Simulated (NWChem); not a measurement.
**BH3S2 (SMILES SBS): B3LYP/6-31G**

Aim: the electronic atomisation energy of BH3S2 at B3LYP/6-31G, from 4 runs. 

Program for the calculation: NWChem 7.3.0.

## 1. Starting point

BH3S2 has 6 atoms, charge 0, and is taken as a singlet. SMILES: `SBS`. Geometry: relaxed at PBE0-D4/def2-TZVP. This is one conformer, not always the lowest.

Bond lengths: S1–B2 1.783 Å, B2–S3 1.787 Å, S1–H4 1.346 Å, B2–H5 1.190 Å, S3–H6 1.342 Å. Angles: S1–B2–S3 122.5°, S1–B2–H5 116.2°, S3–B2–H5 121.4°, B2–S1–H4 98.9°, B2–S3–H6 97.3°.

## 2. The energy at B3LYP/6-31G (run 1)

Input file mol.nw:

```
start mol
memory 2200 mb

geometry units angstrom noautosym nocenter noautoz
   S    -0.819900   -0.605200   -1.516500
   B     0.091400   -0.453600    0.008900
   S     0.333100    1.114800    0.829800
   H    -1.145600    0.688100   -1.694600
   H     0.535500   -1.462200    0.457500
   H     1.047600    0.654100    1.868800
end

basis spherical bse
   * library 6-31G
end

dft
   xc b3lyp
   mult 1
   grid fine
   convergence energy 1e-08
   iterations 100
   mulliken
   print low
end

task dft
```

Command:

```bash
$ nwchem mol.nw > mol.out
```

Log:

```text
[...]
 d= 0,ls=0.0,diis     1   -822.9615746113 -9.43D+02  2.77D-02  3.53D-01     0.7
[...]
 d= 0,ls=0.0,diis     8   -823.0203765764 -6.11D-09  1.68D-06  1.94D-09     3.9
         Total DFT energy =     -823.020376576438
      One electron energy =    -1372.692573222711
           Coulomb energy =      486.520098218451
    Exchange-Corr. energy =      -56.616625514818
 Nuclear repulsion energy =      119.768723942641
[...]
      Total Density - Mulliken Population Analysis
     ---------------------------------------------
    Atom       Charge   Shell Charges
 -----------   ------   -------------------------------------------------------
    1 S   16    15.99   2.00  2.00  5.97  1.38  3.11  0.50  1.03
    2 B    5     5.19   2.00  0.60  1.50  0.45  0.64
    3 S   16    16.00   2.00  2.00  5.97  1.38  3.12  0.50  1.04
    4 H    1     0.94   0.52  0.42
    5 H    1     0.96   0.53  0.43
    6 H    1     0.92   0.52  0.41
[...]
```

Run time: 5.1 s. Hardware: 1 thread of AMD EPYC 7R13 (Zen 3), shared host; peak memory 0.11 GiB.

## 3. The B atom at the same level (run 2)

Input file b.nw:

```
START b
memory total 2200 mb

GEOMETRY noautosym nocenter noautoz
 B        0.000000       0.000000       0.000000
END

BASIS spherical bse
 * library 6-31G
END

DFT
 xc b3lyp
 mult 2
 grid fine
 convergence energy 1e-08
 maxiter 100
 mulliken
 noprint "final vectors analysis"
END

TASK dft energy
```

Command:

```bash
$ nwchem b.nw > b.out
```

Log:

```text
[...]
          Wavefunction type:  spin polarized.
          No. of atoms     :     1
          No. of electrons :     5
[...]
          Charge           :     0
          Spin multiplicity:     2
[...]
          AO basis - number of functions:     9
[...]
              XC Information
              --------------
                         B3LYP Method XC Potential
                     Hartree-Fock (Exact) Exchange  0.200
                        Slater Exchange Functional  0.800 local
                    Becke 1988 Exchange Functional  0.720 non-local
              Lee-Yang-Parr Correlation Functional  0.810
                  VWN I RPA Correlation Functional  0.190 local
[...]
 d= 0,ls=0.0,diis     1    -24.6379571202 -2.46D+01  3.26D-02  1.97D-02     0.1
[...]
 d= 0,ls=0.0,diis     6    -24.6528143268 -7.60D-10  5.79D-08  1.03D-14     0.2
[...]
         Total DFT energy =      -24.652814326755
      One electron energy =      -32.467941381194
           Coulomb energy =       11.733054891980
    Exchange-Corr. energy =       -3.917927837541
 Nuclear repulsion energy =        0.000000000000
[...]
      Total Density - Mulliken Population Analysis
     ---------------------------------------------
    Atom       Charge   Shell Charges
 -----------   ------   -------------------------------------------------------
    1 B    5     5.00   2.00  0.74  0.56  1.26  0.44
     --------------------------------------------
      Spin Density - Mulliken Population Analysis
     --------------------------------------------
    Atom       Charge   Shell Charges
 -----------   ------   -------------------------------------------------------
    1 B    5     1.00   0.00  0.03  0.56 -0.03  0.44
[...]
      <S2> =      0.7502 (Exact =     0.7500)
[...]
```

Run time: 1.2 s. Hardware: 1 thread of AMD EPYC 7R13 (Zen 3), shared host; peak memory 0.1 GiB.

Run 3 isn't shown in full; the table further down has it.

## 4. The S atom, same level (run 4)

Input file s.nw:

```
start s
title "S"
memory total 2200 mb

geometry units angstrom noautosym nocenter noautoz
   S        0.000000       0.000000       0.000000
end

basis spherical bse
   * library 6-31G
end

dft
   xc b3lyp
   mult 3
   grid fine
   convergence energy 1e-08
   maxiter 100
   mulliken
   noprint "final vectors analysis"
end

task dft energy
```

Command:

```bash
$ nwchem s.nw > s.out
```

Log:

```text
[...]
          Wavefunction type:  spin polarized.
          No. of atoms     :     1
          No. of electrons :    16
[...]
          Charge           :     0
          Spin multiplicity:     3
[...]
          AO basis - number of functions:    13
[...]
              XC Information
              --------------
                         B3LYP Method XC Potential
                     Hartree-Fock (Exact) Exchange  0.200
                        Slater Exchange Functional  0.800 local
                    Becke 1988 Exchange Functional  0.720 non-local
              Lee-Yang-Parr Correlation Functional  0.810
                  VWN I RPA Correlation Functional  0.190 local
[...]
 d= 0,ls=0.0,diis     1   -398.0901339971 -3.98D+02  2.21D-02  2.35D-02     0.1
[...]
 d= 0,ls=0.0,diis     6   -398.1006811764 -2.76D-09  7.61D-07  1.19D-11     0.4
[...]
         Total DFT energy =     -398.100681176398
      One electron energy =     -549.494234322052
           Coulomb energy =      177.046074370503
    Exchange-Corr. energy =      -25.652521224849
 Nuclear repulsion energy =        0.000000000000
[...]
      Total Density - Mulliken Population Analysis
     ---------------------------------------------
    Atom       Charge   Shell Charges
 -----------   ------   -------------------------------------------------------
    1 S   16    16.00   2.00  2.00  5.97  1.46  2.72  0.55  1.32
     --------------------------------------------
      Spin Density - Mulliken Population Analysis
     --------------------------------------------
    Atom       Charge   Shell Charges
 -----------   ------   -------------------------------------------------------
    1 S   16     2.00   0.00  0.00  0.01  0.03  1.40 -0.03  0.59
[...]
      <S2> =      2.0007 (Exact =     2.0000)
[...]
```

Wall time 1.4 s (1 thread of AMD EPYC 7R13 (Zen 3), shared host); peak memory 0.1 GiB.

## 5. The series

```tsv
run	level	partner	energy (Eh)	wall time
1	B3LYP/6-31G	base	-823.020377	5.1 s
2	UB3LYP/6-31G	atoms	-24.652814	1.2 s
3	UB3LYP/6-31G	atoms	-0.500273	1 s
4	UB3LYP/6-31G	atoms	-398.100681	1.4 s
```

## 6. Summary of results

At B3LYP/6-31G:

| quantity | value |
| --- | --- |
| S atom: total energy | -398.10068 Eh |
| S atom: ⟨S²⟩ | 2.001 |
| electronic atomisation energy | 18.106 eV |

What this shows: Taking the molecule apart into free atoms costs 18.11 eV (418 kcal/mol), before zero-point energy and without spin-orbit coupling. The basis has no polarisation functions, which makes bonds too weak. All runs together took 8.7 s, the longest 5.1 s.
